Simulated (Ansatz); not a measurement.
# AsN: the cost of one run

Program: Ansatz 0.2.0, Gaussian basis. Level of theory: def2-QZVPP, all electrons in the functionals, frozen cores in the correlation of double hybrids and RPA. These are calculated values, not measurements.

To be run: wB97M-V, B2PLYP, at charge 0, triplet; charge 0, singlet; charge 0, quintet; charge 1, doublet; charge 1, quartet.

10 further runs of the same task are left out: 10 set aside as unsound or not needed.

### Step 1. The system

The geometry is a PBE0/def2-TZVP stationary point (not a proven minimum). No spin-orbit coupling is included. The filled d shell of As may be among the frozen orbitals whatever the setting's name suggests; the logs give the count.

2 atoms, charge 0, spin multiplicity 3.

Atoms are counted from 1 here; the program's logs count them from 0.

Bond lengths: N1–As2 1.763 Å.

No dispersion term is added; wB97M-V holds VV10 nonlocal correlation.

The geometry shown and the zero of energy belong to the point charge 0, triplet. The yardstick, RCCSD(T), and other wave-function levels (R restricted, U unrestricted, valence and pair active spaces) come from earlier runs.

### Step 2. wB97M-V, charge 0, triplet

in.yaml

```yaml
crystal:
  periodic: [false, false, false]
  atoms:
    - {symbol: N, position_ang: [0.000000, 0.000000, 0.000000]}
    - {symbol: As, position_ang: [0.000000, 0.000000, 1.763000]}
basis:
  gaussian: {orbitals: "def2-QZVPP.json"}
magnetization: {spin_polarized: true, initial_magnetization: 2}
hamiltonian: {xc: {name: wB97M-V}}
output: {orbitals: {seedname: orbitals}}
```

On the command line:

```console
ansatz run in.yaml --threads 1 --pin off --events-out ev --progress --plain --max-ram 2393MiB
```

What time and memory should one allow on 1 thread of Arm Neoverse N1, shared host?

About 2 min, with a peak of 0.48 GiB.
